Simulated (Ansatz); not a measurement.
# AsH3+ (doublet): PBE, r2SCAN, PBE0, B3LYP, wB97M-V, B2PLYP, RPA-PBE over vertical gaps between states, cc-pVDZ

How well do these functionals follow the top wave-function level for AsH3+ (doublet) over vertical gaps between states?

Program: Ansatz 0.2.0, Gaussian basis. Level of theory: cc-pVDZ, all electrons in the functionals, frozen cores in the correlation of double hybrids and RPA. These are calculated values, not measurements.

Plan: PBE, r2SCAN, PBE0, B3LYP, wB97M-V, B2PLYP, RPA-PBE, at charge 1, doublet; charge 1, quartet.

2 further runs of the same task are left out: 2 set aside as unsound or not needed.

### 1 The geometry

The geometry is a PBE0/def2-TZVP stationary point (not a proven minimum). No spin-orbit coupling is included. The filled d shell of As may be among the frozen orbitals whatever the setting's name suggests; the logs give the count.

4 atoms, charge 1, spin multiplicity 2.

Atoms are counted from 1 here; the program's logs count them from 0.

Bond lengths: As1–H2 1.497 Å, As1–H3 1.497 Å, As1–H4 1.497 Å. Angles: H2–As1–H3 112.5°, H2–As1–H4 112.5°, H3–As1–H4 112.5°.

As a file:

```
As    0.0001    0.0000   -0.0162
H     1.4362    0.0138    0.4059
H    -0.7317    1.2385    0.3977
H    -0.7085   -1.2513    0.3998
```

No dispersion term is added; wB97M-V holds VV10 nonlocal correlation. B3LYP takes the VWN-RPA correlation.

The geometry shown and the zero of energy belong to the point charge 1, doublet. The yardstick, FCI, and other wave-function levels (R restricted, U unrestricted, valence and pair active spaces) come from earlier runs.

### 2 PBE, charge 1, doublet

in.yaml

```yaml
crystal:
  periodic: [false, false, false]
  atoms:
    - {symbol: As, position_ang: [0.000054, -0.000013, -0.016190]}
    - {symbol: H, position_ang: [1.436166, 0.013750, 0.405932]}
    - {symbol: H, position_ang: [-0.731713, 1.238539, 0.397694]}
    - {symbol: H, position_ang: [-0.708471, -1.251307, 0.399802]}
basis:
  gaussian: {orbitals: cc-pVDZ}
total_charge: 1
magnetization: {spin_polarized: true, initial_magnetization: 1}
hamiltonian: {xc: {name: PBE}}
output: {orbitals: {seedname: orbitals}}
```

On the command line:

```sh
$ ansatz run in.yaml --threads 1 --pin off --events-out ev --progress --plain --max-ram 4096MiB --backend cpu
```

After this run come: PBE, charge 1, quartet; r2SCAN, charge 1, doublet; r2SCAN, charge 1, quartet; PBE0, charge 1, doublet; PBE0, charge 1, quartet; B3LYP, charge 1, doublet; B3LYP, charge 1, quartet; wB97M-V, charge 1, doublet; wB97M-V, charge 1, quartet; B2PLYP, charge 1, doublet; B2PLYP, charge 1, quartet; RPA-PBE, charge 1, doublet; RPA-PBE, charge 1, quartet.

**Question.** What will the summary of the whole plan be? Wanted: doublet to quartet, FCI; largest miss, PBE; largest miss, r2SCAN; largest miss, PBE0; largest miss, B3LYP; largest miss, wB97M-V; largest miss, B2PLYP; largest miss, RPA-PBE; largest miss, RCCSD(T).

**Answer**, as computed:

| quantity | value |
| --- | --- |
| doublet to quartet, FCI | 9.135 eV |
| largest miss, PBE | -0.306 eV (doublet to quartet) |
| largest miss, r2SCAN | -0.148 eV (doublet to quartet) |
| largest miss, PBE0 | -0.109 eV (doublet to quartet) |
| largest miss, B3LYP | -0.061 eV (doublet to quartet) |
| largest miss, wB97M-V | +0.117 eV (doublet to quartet) |
| largest miss, B2PLYP | +0.061 eV (doublet to quartet) |
| largest miss, RPA-PBE | -0.001 eV (doublet to quartet) |
| largest miss, RCCSD(T) | +0.071 eV (doublet to quartet) |
| largest miss, UCCSD(T) | +0.068 eV (doublet to quartet) |

What this shows: Of the functionals, RPA-PBE keep the smallest largest miss at the points compared (at most 0.001 eV) and PBE strays most (0.306 eV, at doublet to quartet). Functionals and the yardstick converge differently with the basis, so part of each miss in cc-pVDZ is the basis.
